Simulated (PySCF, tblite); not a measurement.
# C₅H₁₂BFSi: geometry, infrared bands and NMR shifts

Aim: predict the infrared bands and NMR shifts of C₅H₁₂BFSi (`B/C(=C/[SiH2]CF)CC`).

Programs: tblite 0.8.0 and PySCF 2.14.0, with density-fitted response routines of our own. Each step states its level of theory. These are calculated values for one molecule in the gas phase, unless marked as measured. Atoms count from 0, in the outputs and in this text.

## 1. The molecule as given

20 atoms, charge 0, multiplicity 1; geometry from: force field or distance geometry start.

Bonds of the start (Å): B0–C1 1.58, C1–C2 1.37, C2–Si3 1.86, Si3–C4 1.87, C4–F5 1.39, C1–C6 1.51, C6–C7 1.53, B0–H8 1.18, B0–H9 1.19, C2–H10 1.08, Si3–H11 1.46, Si3–H12 1.46, C4–H13 1.10, C4–H14 1.10, C6–H15 1.09, C6–H16 1.11, C7–H17 1.10, C7–H18 1.11, C7–H19 1.11.

## 2. Optimising the geometry with GFN2-xTB

The job: settings as JSON, then the geometry in Å.

```
{"job": {"kind": "relax", "xc": "GFN2-xTB", "basis": "xTB"}, "charge": 0, "multiplicity": 1}
B     -1.811800    -1.372200     1.493700
C     -0.938800    -0.659900     0.387700
C      0.418000    -0.683200     0.545200
Si     1.616400     0.127500    -0.629900
C      3.354400    -0.174500    -0.000500
F      4.249800     0.417200    -0.876900
C     -1.639900     0.053600    -0.740400
C     -1.937600     1.504300    -0.361800
H     -1.315400    -1.925100     2.413400
H     -3.003200    -1.343400     1.419600
H      0.853400    -1.193300     1.388300
H      1.365600     1.563600    -0.687900
H      1.468500    -0.467100    -1.951000
H      3.474200     0.269200     1.000100
H      3.547800    -1.254900     0.043500
H     -1.042400     0.022700    -1.656900
H     -2.596600    -0.461900    -0.967700
H     -1.007500     2.043600    -0.140400
H     -2.454500     2.004600    -1.209100
H     -2.605500     1.539800     0.527800
```

Launch:

```sh
$ OMP_NUM_THREADS=1 python probes_run.py task.json out
```

One launch serves the whole session: the jobs run in the order shown.

**Question.** This job is followed by: GFN2-xTB harmonic vibrations, gas phase; GIAO PBE0/pcSseg-1 NMR shielding, non-relativistic, gas phase. What will the session give for the following? strongest single infrared mode (GFN2-xTB); zero-point energy (GFN2-xTB); 13C shifts against TMS (PBE0/pcSseg-1); 1H shifts against TMS (PBE0/pcSseg-1, means over atoms taken as alike); 11B shifts against BF3·OEt2 (PBE0/pcSseg-1); 29Si shifts against TMS (PBE0/pcSseg-1); 19F shifts against CFCl3 (PBE0/pcSseg-1).

The runs gave:

```
                                                              quantity                                   value
                             strongest single infrared mode (GFN2-xTB)                   2222 cm⁻¹, 386 km/mol
                                          zero-point energy (GFN2-xTB)                           96.0 kcal/mol
                                13C shifts against TMS (PBE0/pcSseg-1)      185.7, 164.8, 78.1, 39.1, 18.1 ppm
1H shifts against TMS (PBE0/pcSseg-1, means over atoms taken as alike)  6.94, 6.93, 5.18, 4.75, 2.52, 1.18 ppm
                           11B shifts against BF3·OEt2 (PBE0/pcSseg-1)                                75.0 ppm
                               29Si shifts against TMS (PBE0/pcSseg-1)                               -64.1 ppm
                              19F shifts against CFCl3 (PBE0/pcSseg-1)                              -302.3 ppm
```

What this shows: Over 68 steps the energy fell by 0.185 eV; of the close pairs, Si3–C4 changed most, 1.873 to 1.918 Å. No mode is imaginary among the 54: a minimum at this level. The strongest single mode, at 2222 cm⁻¹, moves mainly H12. Unscaled tight-binding wavenumbers are off by several per cent, some by more. Its intensities can rank the bands wrongly. H10 (hydrogen on an alkene CH) lies farthest downfield among hydrogen, at 6.94 ppm; attached to an sp2 carbon and in the plane of the double bond. At PBE0/pcSseg-1: The widest tensor belongs to C1: span 301 ppm, with a paramagnetic part of -256 ppm.
